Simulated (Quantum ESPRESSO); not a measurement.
Ta3AsAu2O13:

```
Ta As Au O
1.0
     5.72385   -0.00745   -0.00403
     1.30279    6.25499    0.00561
     0.27574    1.30074    8.36754
Ta As Au O
3 1 2 13
Direct
  0.21713 0.30521 0.58431
  0.03325 0.11123 0.99855
  0.58248 0.62145 0.50482
  0.58707 0.89691 0.83049
  0.58004 0.09228 0.18613
  0.04485 0.82077 0.44682
  0.66201 0.69726 0.71088
  0.51632 0.13418 0.69625
  0.85098 0.88773 0.91932
  0.34466 0.87003 0.94651
  0.73015 0.29240 0.03095
  0.24622 0.21809 0.11075
  0.12900 0.09398 0.49104
  0.48032 0.38887 0.43499
  0.05966 0.26685 0.78594
  0.93330 0.53240 0.45645
  0.49975 0.85161 0.34971
  0.25256 0.62988 0.62473
  0.91878 0.95175 0.22636
```

The cell was built by a generator and needn't be a form met in nature.

Base run:

* Program: Quantum ESPRESSO 7.5
* Functional: PBE
* Potentials or basis: SSSP 1.3 efficiency PBE
* Cutoff: 816 eV
* Density cutoff: 5987 eV
* k mesh: 4 × 4 × 3
* Occupations: fermi-dirac, width 0.05 eV
* Spin: no spin polarisation

Its results: band gap on the k mesh 1.28 eV, indirect (least direct gap 1.33 eV); pressure 1.0 GPa; largest force 0.967 eV/Å.

Problem. After a change of settings the same cell gave: band gap on the k mesh 1.21 eV, indirect (least direct gap 1.25 eV); pressure -0.7 GPa; largest force 0.147 eV/Å. Which change was it?
A. k mesh from 4 × 4 × 3 to 5 × 5 × 4
B. potentials or basis from SSSP 1.3 efficiency PBE to PseudoDojo 0.4 FR PBE standard; cutoff from 816 eV to 1143 eV; density cutoff from 5987 eV to 4572 eV; spin from no spin polarisation to spin-orbit coupling, no magnetisation; valence electrons from 160 to 170
C. functional from PBE to PBEsol; potentials or basis from SSSP 1.3 efficiency PBE to SG15 PBE 1.2; cutoff from 816 eV to 1197 eV; density cutoff from 5987 eV to 4789 eV; valence electrons from 160 to 202
D. functional from PBE to r2SCAN; potentials or basis from SSSP 1.3 efficiency PBE to SG15 PBE 1.2; cutoff from 816 eV to 1197 eV; density cutoff from 5987 eV to 4789 eV; valence electrons from 160 to 202

Solution. B.

Caveats: an odd mesh through Γ misses points on the zone boundary, where band edges often lie; spin-orbit coupling is left out, which moves the levels of the heavy elements (some runs).

Not every run made on this cell is shown here.
